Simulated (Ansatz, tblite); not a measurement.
# C14H10IN3: rung by rung

Aim: run the singlet of C14H10IN3 at one geometry on many levels, and compare frontier levels, spin and run time.

Program: Ansatz 0.2.0, Gaussian basis. Level of theory: as each input shows. These are calculated values, not measurements.

Levels to be run: GFN1-xTB, GFN2-xTB, PBE-D4/def2-TZVP, r2SCAN-D4/def2-TZVP, ωB97X-V/def2-TZVP, B2PLYP/def2-TZVP, LDA/def2-TZVP, PBE-D4/def2-SVP, PBE0-D4/def2-SVP, CCSD(T)/def2-SVP, MP2/def2-TZVP, RPA/def2-TZVP.

1 further run of the same task is left out (set aside as unsound or not needed).

**1. The geometry**

The singlet was relaxed beforehand with PBE-D4/def2-SVP.

SMILES `N#C[N-]C#N.c1ccc([I+]c2ccccc2)cc1`, 28 atoms, charge 0, spin multiplicity 1.

Bond lengths: N1–C2 1.193 Å, C2–N3 1.303 Å, N3–C4 1.301 Å, C4–N5 1.194 Å, C6–C7 1.404 Å, C6–C18 1.404 Å, C6–H19 1.101 Å, C7–C8 1.404 Å, C7–H20 1.100 Å, C8–C9 1.399 Å, C8–H21 1.097 Å, C9–I10 2.155 Å, C9–C17 1.399 Å, I10–C11 2.155 Å, C11–C12 1.399 Å, C11–C16 1.399 Å, C12–C13 1.404 Å, C12–H22 1.097 Å and more. Angles: N1–C2–N3 177.0°, C2–N3–C4 127.0°, N3–C4–N5 177.1°, C7–C6–C18 120.7°, C7–C6–H19 119.7°, C18–C6–H19 119.7°, C6–C7–C8 120.5°, C6–C7–H20 120.6°, C8–C7–H20 118.9°, C7–C8–C9 116.8°, C7–C8–H21 121.0°, C9–C8–H21 122.1°, C8–C9–I10 117.9°, C8–C9–C17 124.8°, I10–C9–C17 117.2°, C9–I10–C11 113.0°, I10–C11–C12 117.7°, I10–C11–C16 117.4° and more.

I takes a core potential in the def2 sets. No spin-orbit coupling is included.

PBE0-D4/def2-TZVP was run before; its log isn't repeated, and its numbers join the tables.

**2. GFN1-xTB**

Tight binding, by tblite at 300 K electronic temperature and without a spin-polarisation term:

```python
tblite.interface.Calculator('GFN1-xTB', numbers, positions, charge=0, uhf=0).singlepoint()
```

Energy -1314.4105 eV, HOMO -9.36 eV, LUMO -9.10 eV; 0.049 s.

**3. GFN2-xTB**

Tight binding, by tblite at 300 K electronic temperature and without a spin-polarisation term:

```python
tblite.interface.Calculator('GFN2-xTB', numbers, positions, charge=0, uhf=0).singlepoint()
```

Energy -1291.3352 eV, HOMO -8.92 eV, LUMO -8.27 eV; 0.037 s.

**4. PBE-D4/def2-TZVP**

start.molden holds the orbitals of an earlier run on this state, given as this run's starting guess.

File in.yaml:

```yaml
crystal:
  periodic: [false, false, false]
  atoms:
    - {symbol: N, position_ang: [-1.715623, 1.597752, -0.331055]}
    - {symbol: C, position_ang: [-1.009515, 1.317306, 0.588647]}
    - {symbol: N, position_ang: [-0.267497, 1.060206, 1.628922]}
    - {symbol: C, position_ang: [0.657523, 0.150914, 1.725740]}
    - {symbol: N, position_ang: [1.518728, -0.663621, 1.870398]}
    - {symbol: C, position_ang: [-2.971425, -2.561862, 1.567886]}
    - {symbol: C, position_ang: [-3.302169, -1.759681, 0.464605]}
    - {symbol: C, position_ang: [-2.308645, -1.344124, -0.436875]}
    - {symbol: C, position_ang: [-1.002416, -1.771670, -0.177357]}
    - {symbol: I, position_ang: [0.515455, -1.314086, -1.636896]}
    - {symbol: C, position_ang: [1.428097, 0.613009, -1.327819]}
    - {symbol: C, position_ang: [0.828924, 1.721617, -1.935410]}
    - {symbol: C, position_ang: [1.506413, 2.946811, -1.828222]}
    - {symbol: C, position_ang: [2.722446, 3.028791, -1.131240]}
    - {symbol: C, position_ang: [3.275387, 1.891794, -0.520016]}
    - {symbol: C, position_ang: [2.625378, 0.649491, -0.605931]}
    - {symbol: C, position_ang: [-0.621776, -2.552784, 0.919016]}
    - {symbol: C, position_ang: [-1.642369, -2.952641, 1.796832]}
    - {symbol: H, position_ang: [-3.759194, -2.872556, 2.270909]}
    - {symbol: H, position_ang: [-4.338482, -1.426578, 0.304920]}
    - {symbol: H, position_ang: [-2.545928, -0.662619, -1.263354]}
    - {symbol: H, position_ang: [-0.153565, 1.660592, -2.420275]}
    - {symbol: H, position_ang: [1.057423, 3.845053, -2.278077]}
    - {symbol: H, position_ang: [3.238221, 3.997564, -1.047593]}
    - {symbol: H, position_ang: [4.210938, 1.964243, 0.054748]}
    - {symbol: H, position_ang: [3.001666, -0.228278, -0.062624]}
    - {symbol: H, position_ang: [0.431718, -2.780246, 1.130576]}
    - {symbol: H, position_ang: [-1.379714, -3.554399, 2.679547]}
basis:
  gaussian: {orbitals: def2-TZVP, fitting: {mean_field: def2-universal-jkfit}, initial_orbitals: start.molden}
hamiltonian: {xc: pbe, dispersion: d4}
scf: {omitted_lower_state_checks: [starts]}
output: {orbitals: {seedname: orbitals}}
```

Run with:

```bash
$ ansatz run in.yaml --threads 2 --pin off --events-out ev --progress --plain --max-ram 32768MiB --backend cuda --devices 0, --max-vram 18GiB
```

The runs that follow: r2SCAN-D4/def2-TZVP; ωB97X-V/def2-TZVP; B2PLYP/def2-TZVP; LDA/def2-TZVP; PBE-D4/def2-SVP; PBE0-D4/def2-SVP; CCSD(T)/def2-SVP; MP2/def2-TZVP; RPA/def2-TZVP.

Q: Predict the results of all the runs planned. Wanted: gap in def2-TZVP, named functionals, smallest and largest; correlation energy, CCSD(T)/def2-SVP; correlation energy, MP2/def2-TZVP; binding an atom, CCSD(T)/def2-SVP; PBE0 total energy, smallest basis above largest.

As calculated:

```
                                                 quantity                                value
gap in def2-TZVP, named functionals, smallest and largest  1.16 eV (PBE-D4), 7.22 eV (ωB97X-V)
                     correlation energy, CCSD(T)/def2-SVP                            -71.18 eV
                        correlation energy, MP2/def2-TZVP                            -89.33 eV
                        binding an atom, CCSD(T)/def2-SVP                             4.700 eV
          PBE0 total energy, smallest basis above largest       20.89 eV (def2-SVP, def2-TZVP)
```

Orbital gaps of the named functionals in def2-TZVP span 1.16 eV (PBE-D4) to 7.22 eV (ωB97X-V); exact exchange widens it. The functionals in def2-TZVP miss CCSD(T)/def2-SVP by +0.223 (ωB97X-V) to +1.108 eV (LDA) an atom. The yardstick is in a double-zeta basis, so levels in larger sets aren't compared like for like. The reference is CCSD(T) in one finite basis, so it carries an error of its own, often a tenth of an eV or more, and near misses can't be ranked.
